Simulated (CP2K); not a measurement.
The system is HfGe.

```
Hf Ge
1.0
     3.21967    0.00000    0.00000
     0.00000    3.21967    0.00000
     0.00000    0.00000    4.10843
Hf Ge
1 1
Cartesian
  1.6098 1.6098 0.0000
  0.0000 0.0000 0.0000
```

The cell was built by a generator and needn't be a form met in nature.

Program: CP2K 2026.2. Alike in all runs: task band structure; potentials or basis POTENTIAL_UZH Hf GTH-PBE-q12, Ge GTH-PBE-q4; TZVP-MOLOPT-PBE-GTH basis; no spin polarisation; cell as given; k mesh 8 × 8 × 7; smearing fermi-dirac 0.05 eV.

**Question.** Order these runs on this cell by their pressure, lowest first.
A. level PW91
B. level LDA
C. level vdW-DF-cx; cutoff of the non-local correlation (Ry) 300

**Answer.** B (57.6 GPa), C (59.9 GPa), A (61.5 GPa).

Caveats: a pressure of tens of GPa on the cell as given is suspect, and the run, the potentials or the cell itself is likely at fault; the potentials were made for another functional, which shifts forces and pressure; the basis of atomic orbitals isn't converged, which shifts pressures, moduli and gaps.

Runs at the PBE level aren't shown here.
